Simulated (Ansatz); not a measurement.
**SiSn3O8: the cell at several levels of theory**

Aim: relax SiSn3O8 built on the rutile host prototype with PBE, r2SCAN and PBEsol and see how far the functionals disagree on the cell. This is a trial cell built on a prototype, not taken from a measured structure, and it needn't be the compound's ground state.

The runs shown are made with Ansatz 0.2.0. PAW datasets, plane waves, zero pressure. The calculation is spin-unpolarised, and the structure need not be a phase that has been made.

## 1. The system as given

It is orthorhombic, Cmmm (No. 65); a = 6.610 Å, b = 6.610 Å, c = 6.293 Å in the conventional setting, 11.45 Å³ an atom. Near Sn stand 6 O at 2.02–2.03 Å; near O stand 3 Sn at 2.02–2.03 Å; near O stand 2 Sn at 2.02–2.03 Å and 1 Si at 2.03 Å; near Si stand 6 O at 2.02–2.03 Å.

Structure file:

```cif
data_structure
_symmetry_space_group_name_H-M 'P 1'
_symmetry_Int_Tables_number 1
_cell_length_a 4.6739
_cell_length_b 4.6739
_cell_length_c 6.2925
_cell_angle_alpha 90.000
_cell_angle_beta 90.000
_cell_angle_gamma 90.000
_cell_volume 137.46
loop_
_atom_site_label
_atom_site_type_symbol
_atom_site_fract_x
_atom_site_fract_y
_atom_site_fract_z
_atom_site_occupancy
Sn1 Sn 0.50000 0.50000 0.00000 1
Sn2 Sn 0.00000 0.00000 0.75000 1
O1 O 0.19403 0.19403 0.00000 1
O2 O 0.80597 0.80597 0.00000 1
O3 O 0.69403 0.30597 0.75000 1
O4 O 0.30597 0.69403 0.75000 1
Si1 Si 0.50000 0.50000 0.50000 1
Sn3 Sn 0.00000 0.00000 0.25000 1
O5 O 0.19403 0.19403 0.50000 1
O6 O 0.80597 0.80597 0.50000 1
O7 O 0.69403 0.30597 0.25000 1
O8 O 0.30597 0.69403 0.25000 1
```

## 2. Relaxation with PBE

The input, input.yaml:

```yaml
crystal:
  lattice:
    - [3.30491339, -3.30491339, 0.0]
    - [3.30491339, 3.30491339, 0.0]
    - [0.0, 0.0, 6.29253137]
  atoms:
    - { symbol: Sn, position: [0.5, 0.5, 0.0] }
    - { symbol: Sn, position: [0.0, 0.0, 0.75] }
    - { symbol: O, position: [0.1940277, 0.1940277, 0.0] }
    - { symbol: O, position: [0.8059723, 0.8059723, 0.0] }
    - { symbol: O, position: [0.6940277, 0.3059723, 0.75] }
    - { symbol: O, position: [0.3059723, 0.6940277, 0.75] }
    - { symbol: Si, position: [0.5, 0.5, 0.5] }
    - { symbol: Sn, position: [0.0, 0.0, 0.25] }
    - { symbol: O, position: [0.1940277, 0.1940277, 0.5] }
    - { symbol: O, position: [0.8059723, 0.8059723, 0.5] }
    - { symbol: O, position: [0.6940277, 0.3059723, 0.25] }
    - { symbol: O, position: [0.3059723, 0.6940277, 0.25] }
kpoints:
  mp_grid: { grid: [6, 6, 4] }
hamiltonian:
  xc: pbe
scf:
  occupations: { method: fermi_dirac, width: 0.02 }
relax:
  f_tol: 0.005
  cell: {}
```

After this run come: Relaxation with r2SCAN; Relaxation with PBEsol.

What does the calculation give? Wanted: for each run, a; b; c; volume; space group; SCF geometries.

The runs gave:

| level | a (Å) | b (Å) | c (Å) | volume (Å³/atom) | space group | SCF geometries |
| --- | --- | --- | --- | --- | --- | --- |
| PBE | 6.603 | 6.619 | 6.221 | 11.328 | Cmmm | 10 |
| r2SCAN | 6.514 | 6.529 | 6.155 | 10.907 | Cmmm | 7 |
| PBEsol | 6.530 | 6.542 | 6.175 | 10.990 | Cmmm | 9 |

**Reading.** From the start to the first minimum the volume moved by -1.1 %. r2SCAN gives the smallest cell and PBE the largest; they differ by 3.9 % in volume, a mean of 1.3 % in length.
